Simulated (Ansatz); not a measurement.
# HgTe: a single-point run

The task is a single-point run on HgTe. The structure is shown as the input types it. The cell is built on a prototype (CsCl type) and needn't be the phase found in nature.

Computed with Ansatz 0.2.0 (density functional or hybrid calculation with the settings of its input, plane waves (as first typed), unless a step's input says otherwise).

5 further runs of the same task are left out: 5 that didn't finish.

**1. The system as given**

The structure is cubic, space group Pm-3m (No. 221). Conventional cell: a = 3.790 Å, b = 3.790 Å, c = 3.790 Å, α = 90.00°, β = 90.00°, γ = 90.00°. Hg (site symmetry m-3m) has 8 Te at 3.28 Å as nearest neighbours. Around Te (site symmetry m-3m) lie 8 Hg at 3.28 Å.

Coordinates:

```
Hg Te
1.0
     3.79034    0.00000    0.00000
     0.00000    3.79034    0.00000
     0.00000    0.00000    3.79034
Hg Te
1 1
Direct
  0.00000 0.00000 0.00000
  0.50000 0.50000 0.50000
```

**2. The calculation**

Input file input.yaml:

```yaml
crystal:
  lattice:
    - [3.7903382949, 0.0, 0.0]
    - [0.0, 3.7903382949, 0.0]
    - [0.0, 0.0, 3.7903382949]
  atoms:
    - { symbol: Hg, position: [0.0, 0.0, 0.0] }
    - { symbol: Te, position: [0.5, 0.5, 0.5] }
kpoints:
  mp_grid: { grid: [4, 4, 4] }
hamiltonian:
  xc: r2scan
scf:
  occupations: { method: fermi_dirac, width: 0.02 }
  n_extra_bands: 4
  n_bands: 12
output:
  forces: true
  stress: true
  eigenvalues: true
```

The run is started by

```console
$ ansatz run input.yaml --threads 4 --pin off --max-ram 3686MiB --backend cpu --events-out ev --progress --plain --runs-dir out
```

Q: Will this input give a usable result? If not, why, and what should change?

The program refused the input before any cycle. It says: «line 16 column 3: unknown field `n_bands`, expected one of max_iter, algorithm, n_extra_bands, self_checks, convergence, ...»

In the input, scf.n_bands is 12. A setting was typed under another program's name, or in the wrong section.

The cure: delete scf.n_bands.
